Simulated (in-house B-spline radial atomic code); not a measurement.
# V²²⁺: excited configurations

Aim: the energies of several excited configurations of V²²⁺ above a reference configuration, each from its own self-consistent run.

Program: in-house B-spline radial atomic code version 1. Level of theory: Dirac-Hartree-Fock, average of configuration, Fermi nucleus, basis-set limit. These are calculated values, not measurements, unless marked.

### 1 The system

- element: vanadium (Z = 23)
- charge: +22
- electrons: 1
- configuration: 1s1
- Hamiltonian: Dirac-Coulomb
- nucleus: Fermi, rms radius 3.600 fm

Input settings:

```ini
Z = 23
electrons = 1.0
configuration = 1s1
hamiltonian = dirac
method = hf
spin_polarised = False
nucleus = fermi
rms_radius = 3.6002
mass_number = 51
atomic_mass = 50.943957664
speed_of_light = 137.035999084
```

The reference is known from an earlier run: -266.388398 hartree in all. Up to eight levels, counted from the top:

| orbital | occupation | energy (eV) | <r> (bohr) |
| --- | --- | --- | --- |
| 1s1/2 | 1 | -7248.80 | 0.06460 |

### 2 Run with 4f1

Input settings:

```ini
Z = 23
electrons = 1.0
configuration = 4f1
hamiltonian = dirac
method = hf
spin_polarised = False
nucleus = fermi
rms_radius = 3.6002
mass_number = 51
atomic_mass = 50.943957664
speed_of_light = 137.035999084
```

### 3 3d1

The settings differ from step 2 so:

```diff
@@ -2,3 +2,3 @@
 electrons = 1.0
-configuration = 4f1
+configuration = 3d1
 hamiltonian = dirac
```

### 4 3p1

The settings differ from step 3 so:

```diff
@@ -2,3 +2,3 @@
 electrons = 1.0
-configuration = 3d1
+configuration = 3p1
 hamiltonian = dirac
```

### 5 3s1

The settings differ from step 4 so:

```diff
@@ -2,3 +2,3 @@
 electrons = 1.0
-configuration = 3p1
+configuration = 3s1
 hamiltonian = dirac
```

### 6 Run with 5f1

The settings differ from step 5 so:

```diff
@@ -2,3 +2,3 @@
 electrons = 1.0
-configuration = 3s1
+configuration = 5f1
 hamiltonian = dirac
```

How far above the reference does each configuration lie (order and size, in eV)?

As calculated:

| net move | configuration | energy above the reference (eV) | with Breit, QED, recoil (eV) | largest <r> (bohr) |
| --- | --- | --- | --- | --- |
| 1s → 3s | 3s1 | 6443.38 | 6440.82 | 0.582 |
| 1s → 3p | 3p1 | 6445.93 | 6443.26 | 0.542 |
| 1s → 3d | 3d1 | 6447.96 | 6445.29 | 0.456 |
| 1s → 4f | 4f1 | 6798.65 | 6795.98 | 0.782 |
| 1s → 5f | 5f1 | 6960.68 | 6958.01 | 1.37 |

Quantum defects of the promoted electron, δ = n − ζ/√(−2ε) with ζ = 23 and ε its orbital energy in hartree:

| promotion | δ |
| --- | --- |
| 1s → 3s | 0.011 |
| 1s → 3p | 0.006 |
| 1s → 3d | 0.002 |
| 1s → 4f | 0.001 |
| 1s → 5f | 0.002 |

At the bottom stands 1s → 3s (6443.38 eV), at the top 1s → 5f (6960.68 eV). Of those tabulated, the defect is largest for 3s (0.01) and least for 4f (0.00); at this charge much of the defect is relativistic. These are averages over configurations, without correlation, not spectroscopic levels.
